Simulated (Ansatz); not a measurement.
# Cr2F: the cost of one run

Method: DFT PBE, scalar-relativistic, plane waves, PAW, in Ansatz 0.2.0.

**1. The system as given**

The structure is trigonal, space group R-3m (No. 166). Conventional cell: a = 2.998 Å, b = 2.998 Å, c = 13.581 Å, α = 90.00°, β = 90.00°, γ = 120.00°. Around Cr (site symmetry 3m) lie 3 F at 2.07 Å. F (site symmetry -3m) has 6 Cr at 2.07 Å as nearest neighbours.

As a file:

```
CELL_PARAMETERS angstrom
1.49888 0.86538 4.52701
-1.49888 0.86538 4.52701
0.00000 -1.73076 4.52701
ATOMIC_POSITIONS crystal
Cr 0.75000 0.75000 0.75000
Cr 0.25000 0.25000 0.25000
F 0.00000 0.00000 0.00000
```

(A quick probe on a coarse mesh, which set the mesh and smearing, is not shown.)

**3. Rough relaxation on the coarse mesh**

File input.yaml:

```yaml
crystal:
  lattice:
    - [1.4988817012, 0.8653797537, 4.5270061708]
    - [-1.4988817012, 0.8653797537, 4.5270061708]
    - [0.0, -1.7307595073, 4.5270061708]
  atoms:
    - { symbol: Cr, position: [0.75, 0.75, 0.75], spin: 2.3 }
    - { symbol: Cr, position: [0.25, 0.25, 0.25], spin: 2.3 }
    - { symbol: F, position: [0.0, 0.0, 0.0] }
basis:
  ecutwfc: 420
kpoints:
  mp_grid: { grid: [6, 6, 6] }
hamiltonian:
  xc: pbe
scf:
  occupations: { method: gaussian, width: 0.1 }
  lower_state_search: "off"
output:
  forces: true
  stress: true
  eigenvalues: true
  populations: true
magnetization:
  spin_polarized: true
relax:
  adjacent_minimum: "off"
  f_tol: 0.04
  max_steps: 70
  cell: { stress_tol: 0.4 }
```

Command:

```bash
$ ansatz run input.yaml --threads 1 --pin off --max-ram 2560MiB --backend cpu --events-out ev --progress --plain --runs-dir out
```

What time and memory should one allow on 1 thread of Intel Xeon 6975P-C (Granite Rapids), shared host?

About 42 s, with a peak of 0.48 GiB.
